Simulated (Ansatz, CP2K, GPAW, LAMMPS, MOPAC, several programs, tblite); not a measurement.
# Many methods on one cell: SiC (P6_3mc, 4H)

SiC (P6_3mc) from a database of computed structures, relaxed with r2SCAN in Ansatz, was computed with several methods. It is hexagonal, P6_3mc (No. 186); a = 3.078 Å, c = 10.077 Å in the conventional setting, 10.33 Å³ an atom. Around Si lie 4 C at 1.89 Å; around Si lie 4 C at 1.88–1.89 Å; around C lie 4 Si at 1.88–1.89 Å; around C lie 4 Si at 1.89 Å. The values are computed, spin-unpolarised, and not measurements.

Space group P6_3mc (No. 186). a = 3.078 Å, b = 3.078 Å, c = 10.077 Å, α = 90.00°, β = 90.00°, γ = 120.00°
```tsv
atom	site	symmetry	x	y	z
Si	2b	3m.	0.6667	0.3333	0.9378
Si	2a	3m.	0.0000	0.0000	0.6879
C	2b	3m.	0.6667	0.3333	0.7498
C	2a	3m.	0.0000	0.0000	0.5005
```

Gaps and times are for a single point on this cell; volume and bulk modulus come from each method's own relaxation or energy curve at fixed shape, which is too stiff where a cell has free coordinates or axes. Times are rough, from shared hosts (Arm Neoverse V1), and each method has its own mesh and cell size. A double dagger marks a value from a curve with shape and coordinates held. A star marks a curve whose lowest point is an end point. PM6 (MOPAC), PM7 (MOPAC), GFN1-xTB (tblite), GFN2-xTB (tblite) treat a cluster of cells at its zone centre, which samples few k points: where these miss a band edge, the gap comes out too large for that reason alone. Gaps from k meshes are read at a limited set of points (mesh, symmetry points, PBE's band edges), so each method's own least gap may be somewhat smaller. Force fields have no electrons; where one was fitted to this phase, its volume and modulus reflect the fit. xTB and the PM methods were fitted mostly to molecules, and can miss a solid's gap by electronvolts. Minimal bases can be far off for gaps. GLLB-SC's gap includes the derivative discontinuity. d marks a direct gap, i an indirect one (no mark: not told apart), a dash a value that wasn't computed or didn't pass its checks.

```
                              method              kind  gap (eV)  own volume (Å³/atom)  bulk modulus (GPa)  atoms computed  processor time
              SiC.vashishta (LAMMPS)       force field         –                 10.29                222‡               8          0.12 s
              SiCGe.tersoff (LAMMPS)       force field         –                 10.09                   –               8          0.12 s
    SiC_Erhart-Albe.tersoff (LAMMPS)       force field         –                 10.36                224‡               8          0.13 s
     non-self-consistent DFTB (CP2K)     tight binding    7.52 d                     –                   –               8          0.67 s
light PBE (260 eV and a coarse mesh)  light plane-wave    2.16 i                     –                   –               8           2.5 s
                   GFN1-xTB (tblite)     tight binding      2.43               11.30*‡               203*‡             128           9.5 s
                                 PBE         semilocal    2.23 i                 10.50                213‡               8            14 s
                      PBE/SZV (CP2K)       small basis    6.20 i               11.27*‡               199*‡               8            16 s
                   GFN2-xTB (tblite)     tight binding      2.69                10.47‡                234‡             128            20 s
                         PM7 (MOPAC)    semi-empirical      7.67                11.17‡                345‡             128            27 s
                              r2SCAN         semilocal    2.60 i                 10.33                228‡               8            30 s
                      GLLB-SC (GPAW)   model potential      3.64                     –                   –               8            32 s
                     PBE/DZVP (CP2K)       small basis    2.31 i                10.45‡                213‡               8            39 s
                         PM6 (MOPAC)    semi-empirical     11.42                     –                   –             128            68 s
```

Against r2SCAN (2.60 eV) and with closed or daggered gaps left aside, the nearest gap at the points sampled is that of GFN2-xTB (tblite) (+0.09 eV) and the farthest that of PM6 (MOPAC) (+8.82 eV). r2SCAN is only a yardstick of convenience: semilocal gaps usually lie below measured ones, which GLLB-SC and hybrids aim to mend.

Volumes against r2SCAN's: SiC.vashishta (LAMMPS) -0.4 %, SiCGe.tersoff (LAMMPS) -2.4 %, SiC_Erhart-Albe.tersoff (LAMMPS) +0.2 %, PBE +1.6 %.

Relaxed on its own, the cell leaves this structure with non-self-consistent DFTB (CP2K), so no volume is listed.
